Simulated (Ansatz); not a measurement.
Predict the output of the script below (the Ansatz DFT code, driven from Python).

`bend_ch4fssi.py`:
```python
'''Bending curve of CH4FSSi.'''

import ansatz as az
from ase import Atoms


def main() -> None:
    atoms = Atoms(['C', 'S', 'Si', 'F', 'H', 'H', 'H', 'H'], positions=[
        (1.1333, 0.4667, -0.1243),
        (-0.2133, 0.8465, 1.0763),
        (-1.8119, -0.4929, 0.4686),
        (-1.8389, -0.383, -1.1169),
        (1.405, -0.5407, -0.1017),
        (0.7361, 0.7509, -1.1498),
        (1.9768, 1.1476, 0.081),
        (-1.2949, -1.8522, 0.811),
    ])

    # start the scan from a relaxed geometry
    first = (
        az.Crystal.molecule_from_ase(atoms).calculation()
        .basis(gaussian='cc-pVDZ')
        .functional('pbe0')
        .spin('collinear', total=1)
        .relax(force_tolerance=0.02, max_steps=80)
    )
    atoms.positions = first.run().report['positions_ang']

    rows = []
    for angle in [90, 100, 110, 120, 135, 150, 165, 179]:
        bent = atoms.copy()
        bent.set_angle(0, 1, 2, angle, indices=[2, 3, 7])
        job = (
            az.Crystal.molecule_from_ase(bent).calculation()
            .basis(gaussian='cc-pVDZ')
            .functional('pbe0')
            .spin('collinear', total=1)
        )
        rows.append((angle, job.run().report['free_energy_ev']))
    floor = min(e for _, e in rows)
    for angle, e in rows:
        print(f'angle C0-S1-Si2 = {angle:3d} deg   {1000 * (e - floor):9.1f} meV')


if __name__ == '__main__':
    main()
```

```console
$ python bend_ch4fssi.py
angle C0-S1-Si2 =  90 deg        98.1 meV
angle C0-S1-Si2 = 100 deg         0.0 meV
angle C0-S1-Si2 = 110 deg        59.2 meV
angle C0-S1-Si2 = 120 deg       213.3 meV
angle C0-S1-Si2 = 135 deg       569.0 meV
angle C0-S1-Si2 = 150 deg       997.5 meV
angle C0-S1-Si2 = 165 deg      1365.3 meV
angle C0-S1-Si2 = 179 deg      1533.1 meV
```

What to keep in mind:
- The scan is rigid, and the energies are electronic, in a modest basis. The zero is the lowest point of the grid, which needn't be the minimum.
- The species is open-shell (spin multiplicity 2).
- Wall time of the script: 2.1 min on 1 thread of Arm Neoverse V1 (shared host), peak memory 0.31 GiB.
